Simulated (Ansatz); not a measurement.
# C6H10OS: a ladder of functionals and wavefunction methods

Aim: compute C6H10OS with functionals from several rungs and with coupled cluster. The yardstick is the atomisation energy at the CCSD(T) limit.

Program: Ansatz 0.2.0, Gaussian basis. Level of theory: functionals in def2-TZVPP, the program's frozen cores in correlated methods. These are calculated values, not measurements.

The runs, in order: PBE-D4, r2SCAN-D4, PBE0-D4, B3LYP-D4, ωB97X-V, ωB97M-V, B2PLYP; CCSD(T)/def2-TZVPP; MP2/def2-QZVPP; extrapolation to the limit.

### 1 The relaxed structure

All runs share one geometry, relaxed beforehand with PBE0-D4 in a triple-zeta def2 set.

SMILES `CS/C(C)=C/C(C)=O`, 18 atoms, charge 0, spin multiplicity 1.

Atoms are counted from 1 here; the program's logs count them from 0.

Bond lengths: C1–S2 1.789 Å, C1–H9 1.091 Å, C1–H10 1.090 Å, C1–H11 1.091 Å, S2–C3 1.731 Å, C3–C4 1.496 Å, C3–C5 1.350 Å, C4–H12 1.091 Å, C4–H13 1.091 Å, C4–H14 1.092 Å, C5–C6 1.464 Å, C5–H15 1.083 Å, C6–C7 1.510 Å, C6–O8 1.217 Å, C7–H16 1.094 Å, C7–H17 1.088 Å, C7–H18 1.094 Å. Angles: S2–C1–H9 111.2°, S2–C1–H10 106.0°, S2–C1–H11 111.2°, H9–C1–H10 109.1°, H9–C1–H11 110.2°, H10–C1–H11 109.1°, C1–S2–C3 104.6°, S2–C3–C4 111.2°, S2–C3–C5 124.0°, C4–C3–C5 124.8°, C3–C4–H12 110.3°, C3–C4–H13 110.3°, C3–C4–H14 111.1°, H12–C4–H13 106.1°, H12–C4–H14 109.4°, H13–C4–H14 109.4°, C3–C5–C6 124.3°, C3–C5–H15 119.8° and more.

### 2 PBE-D4 (GGA)

Contents of in.yaml:

```yaml
crystal:
  periodic: [false, false, false]
  atoms:
    - {symbol: C, position_ang: [0.249911, -1.123288, -2.599403]}
    - {symbol: S, position_ang: [0.050774, -2.168828, -1.161602]}
    - {symbol: C, position_ang: [-0.056474, -1.066541, 0.168999]}
    - {symbol: C, position_ang: [-0.226635, -1.796989, 1.463623]}
    - {symbol: C, position_ang: [0.006006, 0.276064, 0.044078]}
    - {symbol: C, position_ang: [-0.084917, 1.213578, 1.164340]}
    - {symbol: C, position_ang: [0.005156, 2.673138, 0.787633]}
    - {symbol: O, position_ang: [-0.223136, 0.876955, 2.325530]}
    - {symbol: H, position_ang: [-0.611850, -0.467930, -2.732891]}
    - {symbol: H, position_ang: [0.320384, -1.797515, -3.453124]}
    - {symbol: H, position_ang: [1.165256, -0.533455, -2.534514]}
    - {symbol: H, position_ang: [0.586150, -1.549100, 2.147468]}
    - {symbol: H, position_ang: [-1.145630, -1.480675, 1.958611]}
    - {symbol: H, position_ang: [-0.251870, -2.876866, 1.305910]}
    - {symbol: H, position_ang: [0.130723, 0.720309, -0.935642]}
    - {symbol: H, position_ang: [0.953803, 2.877151, 0.282679]}
    - {symbol: H, position_ang: [-0.074283, 3.289341, 1.681038]}
    - {symbol: H, position_ang: [-0.793368, 2.934624, 0.087248]}
basis:
  gaussian: {orbitals: def2-TZVPP}
hamiltonian: {xc: pbe, dispersion: d4}
output: {forces: true, orbitals: {seedname: orbitals}}
```

Command:

```console
> ansatz run in.yaml --threads 2 --pin off --events-out ev --progress --plain --max-ram 32768MiB --backend cuda --devices 0, --max-vram 18GiB
```

Further steps of the session: r2SCAN-D4 (meta-GGA); PBE0-D4 (hybrid); B3LYP-D4 (hybrid); ωB97X-V (range-separated); ωB97M-V (range-separated); B2PLYP (double hybrid); CCSD(T) in def2-TZVPP; MP2 in def2-QZVPP.

Before running them: what should the planned runs give, taken together? Wanted: atomisation energy, CCSD(T)/CBS; farthest; mean size of error, hybrid; mean size of error, range-separated; gap, smallest and largest; T1 diagnostic; triples share of the correlation energy.

As calculated:

| quantity | value |
| --- | --- |
| atomisation energy, CCSD(T)/CBS | 77.114 eV |
| functionals within 0.386 eV (0.5 %) | B3LYP-D4, ωB97X-V |
| farthest | PBE-D4 (+2.549 eV) |
| mean size of error, hybrid | 0.603 eV |
| mean size of error, range-separated | 0.326 eV |
| gap, smallest and largest | 3.09 eV (PBE-D4), 9.55 eV (ωB97X-V) |
| T1 diagnostic | 0.0140 |
| triples share of the correlation energy | 4.5 % |

In words: PBE-D4 misses by +2.549 eV. Double hybrids carry the basis error of their MP2 part in triple zeta, and no dispersion term here, so their miss is partly the set-up's. The reference freezes the cores and leaves out relativity and excitations past (T), so misses under about 0.386 eV can't be ranked. Hartree-Fock recovers 73 % of the binding; the rest is correlation. Orbital gaps span 3.1 to 9.5 eV; exact exchange widens them.
